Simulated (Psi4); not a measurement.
**CH5Ge (SMILES [CH2][GeH3]): UM06-2X/aug-cc-pVDZ**

Aim: the energy change on altering one bond length of CH5Ge at UM06-2X/aug-cc-pVDZ, from 2 runs. 

The calculation is run with Psi4 1.11.

2 further runs of the same task are left out: 2 set aside as unsound or not needed.

## (1) The structure to begin with

CH5Ge: 7 atoms, total charge 0, spin state doublet. SMILES: `[CH2][GeH3]`. Geometry: relaxed at PBE0-D4/def2-TZVP.

Bond lengths: C1–Ge2 1.919 Å, C1–H3 1.084 Å, C1–H4 1.084 Å, Ge2–H5 1.538 Å, Ge2–H6 1.543 Å, Ge2–H7 1.537 Å. Angles: C1–Ge2–H5 110.1°, C1–Ge2–H6 110.8°, C1–Ge2–H7 110.0°, Ge2–C1–H3 122.0°, Ge2–C1–H4 122.0°, H5–Ge2–H6 108.0°, H5–Ge2–H7 109.6°, H6–Ge2–H7 108.2°, H3–C1–H4 116.0°.

## (2) A single-point energy at UM06-2X/aug-cc-pVDZ

Input file run.py:

```python
import psi4

psi4.set_memory(1600000000)
psi4.set_num_threads(1)
psi4.core.set_output_file('psi4.out', False)

geom = psi4.geometry("""
0 2
C     -0.235900    -1.139500     0.109200
Ge     0.174700     0.724600    -0.092900
H     -1.173800    -1.561300    -0.234100
H      0.439600    -1.826300     0.606600
H     -0.432200     1.260700    -1.400600
H     -0.409600     1.545200     1.075500
H      1.698500     0.928700    -0.109300
symmetry c1
no_reorient
no_com
""")

options = {'basis': 'aug-cc-pVDZ', 'reference': 'uks', 'puream': True, 'e_convergence': 1e-09, 'd_convergence': 1e-08, 'scf_type': 'pk', 'dft_radial_points': 99, 'dft_spherical_points': 590, 'maxiter': 200}
psi4.set_options(options)

result, w = psi4.energy('m06-2x', return_wfn=True)
psi4.oeprop(w, 'LOWDIN_CHARGES', 'WIBERG_LOWDIN_INDICES', 'DIPOLE')
print('E =', round(result, 9))
```

Started as:

```
python run.py
```

psi4.out:

```text
[...]
  Running in c1 symmetry.
[...]
  Nuclear repulsion =  109.720825961225344
[...]
  Multiplicity = 2
[...]
  Nalpha       = 22
  Nbeta        = 21
[...]
    Number of basis functions: 104
[...]
   @UKS iter   1: -2117.17319191659362   -3.20457e+00   1.23217e-02 ADIIS/DIIS
[...]
   @UKS iter  12: -2117.98282433867462   -2.72848e-12   3.54236e-09 DIIS
[...]
   @S^2 Observed:                7.555185784E-01
[...]
    Orbital Energies [Eh]
    ---------------------
    Alpha Occupied:
       1A   -401.050887     2A    -50.566254     3A    -45.091777
       4A    -45.091711     5A    -45.091573     6A    -10.563497
       7A     -6.520222     8A     -4.681444     9A     -4.681406
      10A     -4.681186    11A     -1.413575    12A     -1.413240
      13A     -1.413219    14A     -1.410225    15A     -1.410027
      16A     -0.778175    17A     -0.603323    18A     -0.497621
      19A     -0.406464    20A     -0.403170    21A     -0.389345
      22A     -0.287379
    Alpha Virtual:
      23A     -0.002522    24A      0.009877    25A      0.016835
[...]
  @UKS Final Energy: -2117.98282433867462
   => Energetics <=
    Nuclear Repulsion Energy =            109.7208259612253443
    One-Electron Energy =               -3166.7350342145591640
    Two-Electron Energy =                 979.7636880317733130
    DFT Exchange-Correlation Energy =     -40.7323041171139479
    Empirical Dispersion Energy =           0.0000000000000000
    VV10 Nonlocal Energy =                  0.0000000000000000
    Total Energy =                      -2117.9828243386746180
[...]
 Multipole Moments:
 ------------------------------------------------------------------------------------
     Multipole            Electronic (a.u.)      Nuclear  (a.u.)        Total (a.u.)
 ------------------------------------------------------------------------------------
 L = 1.  Multiply by 2.5417464519 to convert [e a0] to [Debye]
 Dipole X            :         -8.1660756            8.1210980           -0.0449776
 Dipole Y            :        -31.7420878           31.5531351           -0.1889527
 Dipole Z            :          4.5240038           -4.4966033            0.0274005
 Magnitude           :                                                    0.1961553
[...]
```

Standard output:

```text
Memory set to   1.490 GiB by Python driver.
  Threads set to 1 by Python driver.
E = -2117.982824339
```

Run time: 51 s. Hardware: 1 thread of Intel Xeon 6975P-C (Granite Rapids), shared host; peak memory 0.9 GiB.

## (3) The distorted shape: energy and forces at UM06-2X/aug-cc-pVDZ

Input file input.json:

```json
{
  "schema_name": "qcschema_input",
  "schema_version": 1,
  "molecule": {
    "schema_name": "qcschema_molecule",
    "schema_version": 2,
    "symbols": ["C", "Ge", "H", "H", "H", "H", "H"],
    "geometry": [-0.27378352, -2.30528068, 0.57697874, 0.50213803, 1.21735779, 0.19506509, -2.04615765, -3.10236716, -0.07176424, 1.00272648, -3.60314458, 1.51692851, -0.81673963, 2.38237773, -2.64675041, -0.60202895, 2.76806705, 2.40302109, 3.38170269, 1.60305089, 0.16407358],
    "molecular_charge": 0,
    "molecular_multiplicity": 2,
    "fix_symmetry": "c1"
  },
  "driver": "gradient",
  "model": {
    "method": "m06-2x",
    "basis": "aug-cc-pVDZ"
  },
  "keywords": {
    "reference": "uks",
    "puream": true,
    "e_convergence": 1e-09,
    "d_convergence": 1e-08,
    "scf_type": "pk",
    "dft_radial_points": 99,
    "dft_spherical_points": 590,
    "maxiter": 200
  }
}
```

Started as:

```
psi4 --qcschema input.json -n 1 --memory 1600MB
```

stdout, cut to the lines that bear on the results:

```text
[...]
                   'protocols': {'error_correction': {'default_policy': True, 'policies': None},
                                 'native_files': 'none',
[...]
  Running in c1 symmetry.
[...]
  Nuclear repulsion =  108.174444463044949
[...]
  Multiplicity = 2
[...]
  Nalpha       = 22
  Nbeta        = 21
[...]
    Number of basis functions: 104
[...]
   @UKS iter   1: -2117.12712155945792   -3.26655e+00   1.23080e-02 ADIIS/DIIS
[...]
   @UKS iter  12: -2117.97150463593698   -1.45519e-11   7.53561e-09 DIIS
[...]
   @S^2 Observed:                7.555913016E-01
[...]
  @UKS Final Energy: -2117.97150463593698
   => Energetics <=
    Nuclear Repulsion Energy =            108.1744444630449493
    One-Electron Energy =               -3163.4075380265744570
    Two-Electron Energy =                 977.9727914045259922
    DFT Exchange-Correlation Energy =     -40.7112024769336358
    Empirical Dispersion Energy =           0.0000000000000000
    VV10 Nonlocal Energy =                  0.0000000000000000
    Total Energy =                      -2117.9715046359369808
[...]
 Multipole Moments:
 ------------------------------------------------------------------------------------
     Multipole            Electronic (a.u.)      Nuclear  (a.u.)        Total (a.u.)
 ------------------------------------------------------------------------------------
 L = 1.  Multiply by 2.5417464519 to convert [e a0] to [Debye]
 Dipole X            :          1.1024194           -1.0869715            0.0154479
 Dipole Y            :          4.0550557           -4.3143120           -0.2592563
 Dipole Z            :         -0.1615267            0.3292475            0.1677209
 Magnitude           :                                                    0.3091646
[...]
  -Total Gradient:
     Atom            X                  Y                   Z
    ------   -----------------  -----------------  -----------------
       1        0.001417529980     0.000534230398     0.001431701963
       2        0.017013925901    -0.017975397578     0.037829775811
       3        0.003102562054     0.001563585519     0.000909613658
       4       -0.002701238029     0.002276077689    -0.001555903350
       5       -0.018269672254     0.016277423782    -0.039433558595
       6        0.001964409791    -0.001978282130    -0.000573010067
       7       -0.002526255277    -0.000716413652     0.001406151720
[...]
```

The result, in JSON:

```text
{
 "driver": "gradient",
 "model": {
  "method": "m06-2x",
  "basis": "aug-cc-pVDZ"
 },
 "success": true,
 "return_result": [0.0014175299795493798, 0.0005342303981008961, 0.0014317019628048676, 0.017013925900635718, -0.017975397577680803, 0.0378297758108866, 0.003102562053838423, 0.001563585518952526, 0.000909613657576705, -0.002701238029452574, 0.002276077689408483, -0.001555903349958386, -0.018269672253839835, 0.016277423781984636, -0.039433558595387705, 0.0019644097914822307, -0.001978282130196393, -0.000573010066610688, -0.002526255277434261, -0.0007164136520581444, 0.0014061517202935262],
 "properties": {
  "calcinfo_nbasis": 104,
  "calcinfo_nmo": 104,
  "calcinfo_nalpha": 22,
  "calcinfo_nbeta": 21,
  "calcinfo_natom": 7,
  "nuclear_repulsion_energy": 108.17444446304495,
  "return_energy": -2117.971504635937,
  "return_gradient": [0.0014175299795493798, 0.0005342303981008961, 0.0014317019628048676, 0.017013925900635718, -0.017975397577680803, 0.0378297758108866, 0.003102562053838423, 0.001563585518952526, 0.000909613657576705, -0.002701238029452574, 0.002276077689408483, -0.001555903349958386, -0.018269672253839835, 0.016277423781984636, -0.039433558595387705, 0.0019644097914822307, -0.001978282130196393, -0.000573010066610688, -0.002526255277434261, -0.0007164136520581444, 0.0014061517202935262],
  "scf_one_electron_energy": -3163.4075380265745,
  "scf_two_electron_energy": 977.972791404526,
  "scf_xc_energy": -40.711202476933636,
  "scf_dipole_moment": [0.015447914569572951, -0.25925632976814406, 0.16772086152952215],
  "scf_total_energy": -2117.971504635937,
  "scf_total_gradient": [0.0014175299795493798, 0.0005342303981008961, 0.0014317019628048676, 0.017013925900635718, -0.017975397577680803, 0.0378297758108866, 0.003102562053838423, 0.001563585518952526, 0.000909613657576705, -0.002701238029452574, 0.002276077689408483, -0.001555903349958386, -0.018269672253839835, 0.016277423781984636, -0.039433558595387705, 0.0019644097914822307, -0.001978282130196393, -0.000573010066610688, -0.002526255277434261, -0.0007164136520581444, 0.0014061517202935262],
  "scf_iterations": 12
 }
}
```

Run time: 69 s. Hardware: 1 thread of Intel Xeon 6975P-C (Granite Rapids), shared host; peak memory 0.9 GiB.

## (4) Results

Level: UM06-2X/aug-cc-pVDZ.

```
                                                          quantity           value
                                         first shape: total energy  -2117.98282 Eh
                                        first shape: dipole moment          0.50 D
                   first shape: HOMO energy (highest over α and β)        -7.82 eV
                    first shape: LUMO energy (lowest over α and β)        -1.51 eV
                                                 first shape: ⟨S²⟩           0.756
                                     distorted shape: total energy  -2117.97150 Eh
                                    distorted shape: dipole moment          0.79 D
               distorted shape: HOMO energy (highest over α and β)        -7.89 eV
                distorted shape: LUMO energy (lowest over α and β)        -1.60 eV
                                             distorted shape: ⟨S²⟩           0.756
                         distorted shape: largest force on an atom      2.386 eV/Å
energy change with the Ge2–H5 bond stretched from 1.538 to 1.769 Å        0.308 eV
```

In words: With the Ge2–H5 bond stretched from 1.538 to 1.769 Å the energy rises by 0.31 eV (7.1 kcal/mol). The first shape isn't relaxed at this level, so the change isn't measured from a minimum.
